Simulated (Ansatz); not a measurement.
What does this script print? It uses Ansatz's Python interface.

Script `methods.py`:
```python
'''One geometry of C2H7NSi, method by method.'''

import warnings

import ansatz as az


def main() -> None:
    warnings.simplefilter('ignore', az.DeckWarning)

    geometry_ang = [
        ('N', [-1.7114, 1.3929, 0.6153]),
        ('C', [-0.5793, 0.9467, 0.7653]),
        ('C', [-0.2438, -0.4573, 0.3846]),
        ('Si', [1.2005, -0.5586, -0.8859]),
        ('H', [-2.397, 0.7404, 0.1768]),
        ('H', [0.2086, 1.6025, 1.2097]),
        ('H', [0.1548, -0.9467, 1.3216]),
        ('H', [-1.065, -0.9748, 0.0482]),
        ('H', [1.4835, -1.9742, -1.0822]),
        ('H', [0.6824, 0.0298, -2.1419]),
        ('H', [2.332, 0.1424, -0.3909]),
    ]
    mol = az.Crystal.molecule()
    for symbol, xyz in geometry_ang:
        mol = mol.atom(symbol, xyz)

    base = (
        mol.calculation()
        .basis(gaussian='def2-SVP')
        .accuracy('high')
    )

    methods = ['mp2', 'ccsd', 'ccsd_t']
    reports = [base.correlation(m).run(threads=1).report for m in methods]
    print(f'Hartree-Fock reference {reports[0]["reference_energy_ev"] / 27.211386246:.6f} Ha')
    best = reports[-1]['free_energy_ev'] - reports[-1]['reference_energy_ev']
    for method, each in zip(methods, reports):
        gained = each['free_energy_ev'] - each['reference_energy_ev']
        print(f'{method:8s} total {each["free_energy_ev"] / 27.211386246:.6f} Ha  correlation {gained:9.4f} eV  ({100 * gained / best:.1f} % of the last)')


if __name__ == '__main__':
    main()
```

```console
$ python methods.py
Hartree-Fock reference -422.965537 Ha
mp2      total -423.504853 Ha  correlation  -14.6755 eV  (88.3 % of the last)
ccsd     total -423.557869 Ha  correlation  -16.1182 eV  (97.0 % of the last)
ccsd_t   total -423.576468 Ha  correlation  -16.6243 eV  (100.0 % of the last)
```

Notes:
- These settings explore the input space; basis and method may be short of convergence.
- The geometry is a force-field or estimated start, not a minimum of this method, and the basis set is short of its limit. A lower total doesn't mark the better method: functionals have no common bound, and MP2 and coupled cluster aren't variational.
- Inner cores stay frozen, so this is valence correlation.
- Hardware and time: 59 s on 1 thread of Arm Neoverse V1, with other jobs on the host, peak memory 0.71 GiB.
